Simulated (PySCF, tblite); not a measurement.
# C5H2F4NO radical: geometry, infrared bands and EPR parameters

Aim: predict the infrared bands and EPR parameters of C5H2F4NO radical (`N#C[C]([C@@H]1O[C@H]1F)C(F)(F)F`).

Computed with tblite 0.8.0 and PySCF 2.14.0, with density-fitted response routines of our own, on a single molecule in the gas phase. Atoms count from 0, in the outputs and in this text.

## 1. The molecule as given

13 atoms, charge 0, multiplicity 2; geometry from: force field or distance geometry start.

Bonds of the start (Å): N0–C1 1.15, C1–C2 1.42, C2–C3 1.44, C3–O4 1.44, O4–C5 1.43, C5–F6 1.38, C2–C7 1.47, C7–F8 1.36, C7–F9 1.36, C7–F10 1.36, C5–C3 1.50, C3–H11 1.10, C5–H12 1.07.

## 2. Optimising the geometry with GFN2-xTB

The job: settings as JSON, then the geometry in Å.

```
{"job": {"kind": "relax", "xc": "GFN2-xTB", "basis": "xTB"}, "charge": 0, "multiplicity": 2}
N     -1.672600     2.723800    -0.280600
C     -1.177500     1.694600    -0.190200
C     -0.550200     0.424500    -0.047100
C      0.459000     0.254600     0.967500
O      1.636500     1.070700     1.057800
C      1.817300    -0.263600     0.587300
F      2.429800    -1.149500     1.452300
C     -1.133300    -0.737900    -0.723200
F     -1.924000    -1.462300     0.110800
F     -1.894400    -0.421100    -1.802800
F     -0.174400    -1.588800    -1.169100
H      0.065000    -0.110000     1.928000
H      2.114500    -0.434500    -0.422900
```

The run is started by

```console
> OMP_NUM_THREADS=1 python probes_run.py task.json out
```

The driver reads the jobs from task.json and runs them one after another.

The program printed:

```text
step      E/eV     max force
  0   -1020.52271    2.975
  1   -1020.67916    3.698
  2   -1020.70788    3.068
  3   -1020.75859    0.505
  4   -1020.76520    0.266
  5   -1020.76960    0.211
  6   -1020.77371    0.159
  7   -1020.77640    0.123
  8   -1020.77863    0.138
  9   -1020.78016    0.129
 10   -1020.78167    0.112
 11   -1020.78339    0.105
 12   -1020.78532    0.099
 13   -1020.78709    0.131
 14   -1020.78870    0.134
 15   -1020.79034    0.144
 16   -1020.79223    0.141
 17   -1020.79420    0.137
 18   -1020.79605    0.161
 19   -1020.79793    0.184
 20   -1020.80028    0.179
 21   -1020.80353    0.151
 22   -1020.80804    0.211
 23   -1020.81416    0.306
 24   -1020.82211    0.357
 25   -1020.83149    0.368
 26   -1020.84143    0.358
 27   -1020.85204    0.330
 28   -1020.86220    0.283
 29   -1020.86447    0.721
 30   -1020.85921    0.956
 31   -1020.87767    0.232
 32   -1020.88292    0.246
 33   -1020.89839    0.799
 34   -1020.91204    0.394
 35   -1020.92485    0.310
 36   -1020.93770    0.383
 37   -1020.95160    0.286
 38   -1020.96616    0.279
 39   -1020.97262    0.642
 40   -1020.97401    0.564
 41   -1020.98306    0.302
 42   -1020.98539    0.147
 43   -1020.98862    0.095
 44   -1020.98973    0.098
 45   -1020.99061    0.091
 46   -1020.99169    0.090
 47   -1020.99335    0.096
 48   -1020.99512    0.123
 49   -1020.99662    0.117
 50   -1020.99768    0.074
 51   -1020.99855    0.092
 52   -1020.99934    0.080
 53   -1020.99996    0.078
 54   -1021.00042    0.053
 55   -1021.00082    0.085
 56   -1021.00128    0.089
 57   -1021.00178    0.071
 58   -1021.00227    0.080
 59   -1021.00270    0.087
 60   -1021.00317    0.091
 61   -1021.00359    0.070
 62   -1021.00393    0.045
 63   -1021.00422    0.048
 64   -1021.00456    0.064
 65   -1021.00486    0.055
 66   -1021.00504    0.025
 67   -1021.00511    0.022
 68   -1021.00515    0.020
 69   -1021.00518    0.016
 70   -1021.00521    0.011
 71   -1021.00522    0.009
```

Run time: 0.78 s. Hardware: 1 thread of Arm Neoverse N1, shared host.

Relaxation path: (not every step is listed)

```tsv
step	energy from step 0 (eV)	largest force (eV/Å)
0	0.0000	2.9745
1	-0.1565	3.6976
2	-0.1852	3.0677
3	-0.2359	0.5048
4	-0.2425	0.2663
5	-0.2469	0.2112
6	-0.2510	0.1594
7	-0.2537	0.1231
8	-0.2559	0.1384
13	-0.2644	0.1312
18	-0.2733	0.1611
23	-0.2915	0.3062
28	-0.3395	0.2825
33	-0.3757	0.7995
38	-0.4434	0.2792
43	-0.4659	0.0948
48	-0.4724	0.1228
53	-0.4773	0.0778
58	-0.4796	0.0797
63	-0.4815	0.0482
66	-0.4823	0.0247
67	-0.4824	0.0221
68	-0.4824	0.0201
69	-0.4825	0.0160
70	-0.4825	0.0110
71	-0.4825	0.0093
```

Close pairs (by a distance rule), those that changed most:

```tsv
bond	before (Å)	after (Å)	change (Å)
O4–C5	1.426	1.353	-0.074
C1–C2	1.424	1.377	-0.046
C5–F6	1.381	1.341	-0.041
C2–C7	1.466	1.500	+0.034
C7–F9	1.358	1.329	-0.030
C3–O4	1.436	1.412	-0.024
C5–H12	1.067	1.086	+0.019
C7–F8	1.358	1.342	-0.017
```

The next job starts from the end point, and lists it.

## 3. Harmonic vibrations with GFN2-xTB

The job: settings as JSON, then the geometry in Å.

```
{"job": {"kind": "ir", "xc": "GFN2-xTB", "basis": "xTB"}, "charge": 0, "multiplicity": 2}
N     -0.566191     2.565686    -1.088183
C     -0.565930     1.508689    -0.622398
C     -0.548202     0.244163    -0.076678
C      0.425634    -0.171702     0.917287
O      1.042816     0.807250     1.725681
C      1.862031     0.239999     0.810679
F      2.779820    -0.623664     1.267534
C     -1.502175    -0.794324    -0.587643
F     -2.040341    -1.510837     0.410757
F     -2.502042    -0.284080    -1.298547
F     -0.869543    -1.685986    -1.379353
H      0.237407    -1.124579     1.407102
H      2.242329     0.829873    -0.018334
```

The program printed:

```text
mode    cm-1     km/mol
  1      13.9      0.45
  2      49.2      0.36
  3      95.5      8.45
  4     110.7      4.50
  5     128.9      5.70
  6     234.5      1.98
  7     292.0     13.59
  8     322.7      2.95
  9     346.0      5.55
 10     372.4      6.65
 11     449.4     12.07
 12     455.4      8.92
 13     510.8      8.97
 14     526.9     27.25
 15     600.6      4.40
 16     651.0     29.06
 17     764.4      2.21
 18     876.4     46.34
 19     948.3     18.89
 20     984.1     40.37
 21     990.5    170.98
 22    1010.4    254.38
 23    1044.5     52.51
 24    1088.4    439.81
 25    1116.0     16.04
 26    1215.9    179.24
 27    1236.4      1.56
 28    1286.7     62.02
 29    1334.2      9.95
 30    1396.1    138.93
 31    2245.6     31.87
 32    3011.6      3.29
 33    3027.2      9.86
```

It took 0.69 s on 1 thread of Arm Neoverse N1, shared host.

Which atoms move in the most intense modes:

```tsv
cm⁻¹	km/mol	atoms
876	46.3	C3 37 %, O4 22 %, C5 21 %
990	171.0	C7 34 %, H12 25 %, F10 15 %
1010	254.4	C7 44 %, H12 13 %, F8 10 %
1044	52.5	C7 27 %, H11 17 %, C3 11 %, O4 11 %
1088	439.8	C7 39 %, C5 18 %, F6 11 %
1216	179.2	C7 38 %, C2 28 %, H11 27 %
1287	62.0	H11 39 %, C5 17 %, C2 14 %
1396	138.9	C3 35 %, C5 32 %, O4 16 %
```

## 4. g tensor and hyperfine couplings: B3LYP/pcH-1

Same as in step 3 but for these lines:

```diff
@@ -1,2 +1,2 @@
-{"job": {"kind": "ir", "xc": "GFN2-xTB", "basis": "xTB"}, "charge": 0, "multiplicity": 2}
+{"job": {"kind": "epr", "basis": "pcH-1"}, "charge": 0, "multiplicity": 2}
 N     -0.566191     2.565686    -1.088183
```

Method: UKS B3LYP, pcH-1 on C F H N O, non-relativistic, mean-field spin-orbit, GIAO.

The program printed:

```text
UKS, coarse grid
  cycle   1  E = -720.72712666  |g| = 8.95e-01
  cycle   2  E = -719.94661453  |g| = 1.73e+00
  cycle   3  E = -720.96727220  |g| = 2.93e-01
  cycle   4  E = -720.99857652  |g| = 1.15e-01
  cycle   5  E = -721.00384910  |g| = 3.90e-02
  cycle   6  E = -721.00448455  |g| = 1.01e-02
  cycle   7  E = -721.00454776  |g| = 5.07e-03
  cycle   8  E = -721.00456980  |g| = 2.53e-03
  cycle   9  E = -721.00457755  |g| = 1.06e-03
  cycle  10  E = -721.00457846  |g| = 4.81e-04
UKS, final grid
  cycle   1  E = -721.00464629  |g| = 4.77e-04
  cycle   2  E = -721.00464633  |g| = 6.27e-04
  cycle   3  E = -721.00464649  |g| = 1.41e-04
  cycle   4  E = -721.00464651  |g| = 1.50e-04
  cycle   5  E = -721.00464654  |g| = 7.85e-05
  cycle   6  E = -721.00464654  |g| = 1.08e-05
E = -721.00464654 Eh   <S^2> = 0.7639 (exact 0.7500)
g shifts (ppm)      1          2          3
  rmc          -213       -213       -213
  gc             27         64         34
  oz_so         823        983       1419
  total         636        834       1240
hyperfine (MHz)  atom isotope    a_iso     a_fc   dipolar eigenvalues
    0   14N       8.09       8.09    -17.10    -12.99     30.08
    1   13C     -55.12     -55.12    -18.84     -1.54     20.39
    2   13C      67.04      67.04    -62.46    -61.75    124.20
    3   13C     -33.56     -33.56     -4.51      0.11      4.40
    4   17O       4.61       4.61    -22.55     10.73     11.81
    5   13C      52.74      52.74    -12.04    -11.50     23.54
    6   19F      38.09      38.09    -46.47    -41.80     88.27
    7   13C     -31.96     -31.96     -1.63      0.60      1.02
    8   19F      31.75      31.75    -31.30    -29.58     60.88
    9   19F       1.28       1.28    -14.76     -9.38     24.14
   10   19F      85.45      85.45    -54.93    -52.26    107.18
   11    1H      13.08      13.08     -3.81     -1.58      5.40
   12    1H      -0.73      -0.73     -4.96     -0.68      5.65
```

It took 2.9 min on 1 thread of Arm Neoverse N1, shared host; peak memory 1.1 GiB.

Principal g values 2.00296, 2.00315, 2.00356; g(iso) = 2.00322, against 2.00232 for a free electron.

Mean a(iso) over the nuclei that a row names, and the largest dipolar term of the row (other rows stand at the frozen geometry):

```tsv
nuclei	isotope	a(iso) (MHz)	a(iso) (G, at g = 2.0023)	largest dipolar term (MHz)
C2	13C	67.0	23.9	124.2
C1	13C	-55.1	-19.7	20.4
C5	13C	52.7	18.8	23.5
F8, F9, F10	19F	39.5	14.1	107.2
F6	19F	38.1	13.6	88.3
C3	13C	-33.6	-12.0	-4.5
C7	13C	-32.0	-11.4	-1.6
H11	1H	13.1	4.7	5.4
N0	14N	8.1	2.9	30.1
O4	17O	4.6	1.6	-22.5
H12	1H	-0.7	-0.3	5.6
```

Mulliken spin populations:

N0 0.35; C1 -0.20; C2 0.74; C3 -0.08; O4 0.05; C5 0.10; F6 0.01; C7 -0.03; F8 0.01; F9 0.00; F10 0.02; H11 0.01; H12 0.00

In first order the couplings over 0.8 MHz of 19F, 1H, 14N give 48 distinct lines over 66.3 G, if the averaged nuclei exchange fast.

The fields below are evaluated on a grid from the run's orbitals.

ELF in a plane through or near 6 of the atoms.

Ten even steps from '0' (0.00) to '9' (0.99):
```
0000000000000000000000000000
0000000000000000000000000000
0000000000000000000000000000
0000000000000000000000000000
0000000000000000000000000000
0000000000046500023321000000
0000012210299920268864000000
0000146730399940167853000000
0000367621367720147510000000
0000122244635685881567741000
0000001365334836283676851000
0000000233100378830488620000
0000000000001542351023100000
0000000000014774674000000000
0000000000024663574200000000
0000000000024773586200000000
0000000000014899985100000000
0000000000001477752000000000
0000000000000001100000000000
0000000000000000000000000000
```
The map spans 11.0 Å across and 10.8 Å up, centred on the molecule. Atoms in the plane (x, y in Å): N0 (0.6, -2.8), C1 (0.6, -1.7), C2 (0.5, -0.3), C3 (-0.7, 0.5), C7 (1.8, 0.5), F9 (2.9, -0.2).

log10 of the density (e/Å³) in the same plane.

Ten even steps from ' ' (-4.0) to '@' (1.2):
```
                                                        
                                                        
                                                        
                                                        
                    ..::::::....::------::..            
          ..::::::::--------------==++++==--::          
      ..--============++++++====++**####**++--..        
    ..::==++******++++######++++++##%%%%##++==::        
    ..--++**####****####%%##******##%%##**++++==::..    
    ..::==++****######%%@@%%######%%%%####%%##++==::    
      ..--==++**##%%########%%@@%%######@@@@%%**==--    
        ::--==++******++++**##%%##**++**####**++--::    
        ..::--====++====++**##@@%%**++++++++==--::      
          ..::::------==++**%%%%%%##++==----::..        
                ..::--==++**%%@@%%##++==--::            
                  ..--==++**%%@@%%##++==::..            
                    ::--==++**####**++--::              
                      ::--==++++++==--::                
                        ..::::----::..                  
                                                        
```
The map spans 11.0 Å across and 10.8 Å up, centred on the molecule. Atoms in the plane (x, y in Å): N0 (0.6, -2.8), C1 (0.6, -1.7), C2 (0.5, -0.3), C3 (-0.7, 0.5), C7 (1.8, 0.5), F9 (2.9, -0.2).

On the surface of density 0.002 e/bohr³ the electrostatic potential runs, from the 1st to the 99th percentile, from -1.21 V near N0 to 1.81 V near H12.

The spin density lies nearest to C2 43 %; N0 25 %; C1 9 % (beta excess); C5 6 %.

## 5. Summary of results

```
                                 quantity                  value
strongest single infrared mode (GFN2-xTB)  1088 cm⁻¹, 440 km/mol
             zero-point energy (GFN2-xTB)          41.1 kcal/mol
                           g(iso) (B3LYP)                2.00322
                                     ⟨S²⟩     0.764 (exact 0.75)
       largest a(iso) (averaged by class)    13C on C2, 67.0 MHz
    surface potential, 1st and 99th percentile     -1.21 V and 1.81 V
```

What this shows: The optimisation took 71 steps and gained 0.483 eV; among the close pairs (by a distance rule), O4–C5 changed most, from 1.426 to 1.353 Å. No mode is imaginary among the 33: a minimum at this level. The strongest single mode, at 1088 cm⁻¹, is spread over many atoms; the largest shares are those of C7, C5. GFN2-xTB is a fitted tight-binding method: band positions and strengths are rough. Its intensities can rank the bands wrongly. C2 carries the largest spin population, 0.74 e. The isotropic g lies 0.9 ppt above the free-electron value.
